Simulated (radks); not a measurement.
# Sr⁺ in [Kr] 5s1: an all-electron calculation

The task here is to estimate one member of a computed series from the others.

Program: radks (a radial shooting solver on a logarithmic mesh, Libxc functionals) version 1. Level of theory: scalar-relativistic Kohn-Sham, MS2 meta-GGA, spin-polarised, spherical densities, finite nucleus; open shells are filled with parallel spins first. These are calculated values, not measurements, unless marked.

### The system

- element: strontium (Z = 38)
- charge: +1
- electrons: 37
- configuration: [Kr] 5s1
- nuclear rms radius: 4.224 fm

Outer shells as boxes (Hund's rule):

Sr⁺
```
[Kr] core
5s [↑ ]
```

Set-up of the first run:

Input:

```text
Z 38
configuration [Kr] 5s1
relativity scalar-relativistic
functional ms2,regtpss
spin polarised
nucleus finite rms 4.224 fm
c 137.035999084
```

One of the session's tables, all rows but one given; the rest of the session is left out.

It belongs to the step «Shells». From the orbitals of this run (lengths in bohr):

| level | <r> | outermost maximum (interpolated) | 90 % within | nodes |
| --- | --- | --- | --- | --- |
| 1s up | 0.03914 | 0.0255 | 0.0700 | 0 |
| 1s down | 0.03914 | 0.0255 | 0.0700 | 0 |
| 2s up | 0.1722 | 0.145 | 0.266 | 1 |
| 2s down | 0.1722 | 0.145 | 0.266 | 1 |
| 2p up | 0.1504 | 0.116 | 0.245 | 0 |
| 2p down | 0.1504 | 0.116 | 0.245 | 0 |
| 3s up | 0.4902 | 0.435 | 0.726 | 2 |
| 3s down | 0.4902 | 0.435 | 0.726 | 2 |
| 3p up | 0.4976 | 0.431 | 0.755 | 1 |
| 3p down | 0.4976 | 0.431 | 0.755 | 1 |
| 3d up | 0.4984 | 0.378 | 0.807 | 0 |
| 3d down | ? | ? | ? | ? |
| 4s up | 1.360 | 1.20 | 1.99 | 3 |
| 4s down | 1.363 | 1.20 | 1.99 | 3 |
| 4p up | 1.558 | 1.32 | 2.33 | 2 |
| 4p down | 1.553 | 1.33 | 2.31 | 2 |
| 5s up | 3.965 | 3.55 | 5.71 | 4 |

Q: Estimate the row for 3d down from the others.

The run gave: <r>: 0.4983; outermost maximum (interpolated): 0.378; 90 % within: 0.807; nodes: 0. In the column «<r>» it lies between 3p down (0.4976) and 3d up (0.4984).
